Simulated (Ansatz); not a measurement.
# SiI₂F₂: how energies converge with the basis set

Aim: see how fast density functionals converge with the basis set for SiI₂F₂.

Computed with Ansatz 0.2.0, Gaussian basis. Level: one geometry, several basis sets.

Plan: PBE0-D4/def2-SVP; ωB97M-V/def2-SVP; PBE0-D4/def2-QZVPP; ωB97M-V/def2-QZVPP; the functionals' def2-TZVPP values are taken from earlier runs.

**1. Structure used throughout**

An earlier PBE0-D4 in a triple-zeta def2 set relaxation fixed the geometry. I takes the def2 core potential; no spin-orbit term is included.

SMILES `F[Si](F)(I)I`, 5 atoms, charge 0, spin multiplicity 1.

Atoms are counted from 1 here; the program's logs count them from 0.

Bond lengths: F1–Si2 1.578 Å, Si2–F3 1.578 Å, Si2–I4 2.400 Å, Si2–I5 2.400 Å. Angles: F1–Si2–F3 106.9°, F1–Si2–I4 109.0°, F1–Si2–I5 109.0°, F3–Si2–I4 109.0°, F3–Si2–I5 109.1°, I4–Si2–I5 113.6°.

**2. PBE0-D4 in def2-SVP**

File in.yaml:

```yaml
crystal:
  periodic: [false, false, false]
  atoms:
    - {symbol: F, position_ang: [1.308726, -1.066162, 0.018904]}
    - {symbol: Si, position_ang: [0.066241, -0.097386, 0.103157]}
    - {symbol: F, position_ang: [-0.469409, -0.167181, 1.585602]}
    - {symbol: I, position_ang: [-1.643870, -0.885964, -1.384683]}
    - {symbol: I, position_ang: [0.788214, 2.143193, -0.364381]}
basis:
  gaussian: {orbitals: def2-SVP}
hamiltonian: {xc: pbe0, dispersion: d4}
output: {orbitals: {seedname: orbitals}}
```

Started as:

```bash
ansatz run in.yaml --threads 4 --pin off --events-out ev --progress --plain --max-ram 10444MiB
```

The runs that follow: ωB97M-V in def2-SVP; PBE0-D4 in def2-QZVPP; ωB97M-V in def2-QZVPP.

Q: Predict the results of all the runs planned. Wanted: PBE0-D4: double and triple zeta above quadruple; ωB97M-V: double and triple zeta above quadruple.

As calculated:

| quantity | value |
| --- | --- |
| PBE0-D4: double and triple zeta above quadruple | 11.26, 0.64 eV |
| ωB97M-V: double and triple zeta above quadruple | 11.35, 0.60 eV |

PBE0-D4 gains 10.62 eV from double to triple zeta, then 0.64 eV more. These are total energies; as a rule much of such shifts cancels in differences, which this series doesn't test.
